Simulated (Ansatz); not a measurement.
# GeH₂: basis-set convergence

One table from this session's results is given with a row withheld; the runs are named, their logs left out.

Computed with Ansatz 0.2.0, Gaussian basis. Level: one geometry, several basis sets.

Plan: PBE0-D4/def2-SVP; ωB97M-V/def2-SVP; PBE0-D4/def2-QZVPP; ωB97M-V/def2-QZVPP; the functionals' def2-TZVPP values are taken from earlier runs.

### The geometry

An earlier PBE0-D4 in a triple-zeta def2 set relaxation fixed the geometry.

3 atoms, charge 0, spin multiplicity 1.

Atoms are counted from 1 here; the program's logs count them from 0.

Bond lengths: Ge1–H2 1.594 Å, Ge1–H3 1.594 Å. Angles: H2–Ge1–H3 90.6°.

The first run:

in.yaml reads:

```yaml
crystal:
  periodic: [false, false, false]
  atoms:
    - {symbol: Ge, position_ang: [-0.570072, 0.405149, -0.263665]}
    - {symbol: H, position_ang: [0.783021, 0.743579, 0.508979]}
    - {symbol: H, position_ang: [-0.212949, -1.148718, -0.245324]}
basis:
  gaussian: {orbitals: def2-SVP}
hamiltonian: {xc: pbe0, dispersion: d4}
output: {orbitals: {seedname: orbitals}}
```

Launch:

```sh
> ansatz run in.yaml --threads 2 --pin off --events-out ev --progress --plain --max-ram 32768MiB --backend cpu
```

Among the steps run: PBE0-D4 in def2-SVP; ωB97M-V in def2-SVP; PBE0-D4 in def2-QZVPP; ωB97M-V in def2-QZVPP.

One table of the session follows, with a row left open; its other results are not shown here.

It belongs to the step «Density functionals: the series». 

```
functional       basis  HOMO (eV)  LUMO (eV)
   PBE0-D4    def2-SVP      -6.86      -3.02
   PBE0-D4  def2-TZVPP      -6.89      -3.03
   PBE0-D4  def2-QZVPP      -6.93      -3.08
   ωB97M-V    def2-SVP          ?          ?
   ωB97M-V  def2-TZVPP      -9.02      -1.00
   ωB97M-V  def2-QZVPP      -9.05      -1.12
```

Estimate the missing values for ωB97M-V, def2-SVP.

As computed: HOMO (eV): -8.95; LUMO (eV): -0.96. In the column «HOMO (eV)» it lies between ωB97M-V, def2-TZVPP (-9.02) and PBE0-D4, def2-QZVPP (-6.93).
